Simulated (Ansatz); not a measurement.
Consider a test of the smearing width of Ge, space group I4_1/amd (the Ansatz DFT code, driven from Python).

`ge_smear.py`
```python
# -*- coding: utf-8 -*-
"""Smearing width test for Ge."""

import ansatz as az
import pandas as pd

cell = (
    az.Lattice.from_parameters(5.14898, 5.14898, 2.79483, alpha=90, beta=90, gamma=90)
    .space_group(141, hermann_mauguin="I41/amd", origin_choice=1)
    .atom("Ge", (0.0, 0.5, 0.75))
    .primitive()
)

base = (
    cell.calculation()
    .scf(tolerance=1e-09)
    .basis(600)
    .kpoints(length=29)
    .functional(az.Functional.R2SCAN)
)

rows = []
for value in [0.3, 0.2, 0.1, 0.05]:
    rep = base.occupations("fermi_dirac", width=value).run(threads=1).report
    rows.append((value, rep["free_energy_ev"] / len(rep["lattice"]["sites"]), rep["n_iterations"], rep["n_kpoints"]))

table = pd.DataFrame(rows, columns=["width (eV)", "F/atom (eV)", "iterations", "k-points"])
print(table.round(5).to_string(index=False))

# differences from the last row
for row in rows[:-1]:
    shift = 1000 * (row[1] - rows[-1][1])
    print(f"{row[0]}: {shift:+.2f} meV/atom" + ("  (within 1 meV)" if abs(shift) < 1 else ""))
```

How much does the free energy per atom change between the narrowest and the widest smearing, and why?

Going from 0.05 to 0.3 eV changes F by -50.9 meV an atom. With this scheme F falls roughly as the square of the width; the report's estimate for zero width (energy_sigma0_ev) moves by only +2.7 meV.

The run itself:

```console
$ python ge_smear.py
DeckWarning: crystal.symmetry: narrowed to the stabiliser of the k-point mesh — unitary ops 16 → 4; excluded 12 operations that carry a point of the 12×12×8 mesh (shift [0, 0, 0]) off the mesh (the [...]
 width (eV)  F/atom (eV)  iterations  k-points
       0.30  -4302.59756           7       320
       0.20  -4302.56755           8       320
       0.10  -4302.55057           8       320
       0.05  -4302.54663           7       320
0.3: -50.93 meV/atom
0.2: -20.92 meV/atom
0.1: -3.94 meV/atom
```
(Warnings from the package without file and line, shortened.)

Notes:
- The mesh is modest for a metal, so energies can be off by several to tens of meV an atom and pressures by half a GPa or more; differences at equal mesh fare better.
- A Fermi-Dirac width this large means warm electrons, whose thermal share enters the free energy.
- The narrowest width needs the finest mesh, so the last row is no converged reference.
- This isn't the structure that Ge takes at ambient conditions.
- Processor time in the engine: 76 s on 1 thread of Intel(R) Xeon(R) Processor @ 2.30GHz, with other jobs on the host, peak memory 0.87 GiB.
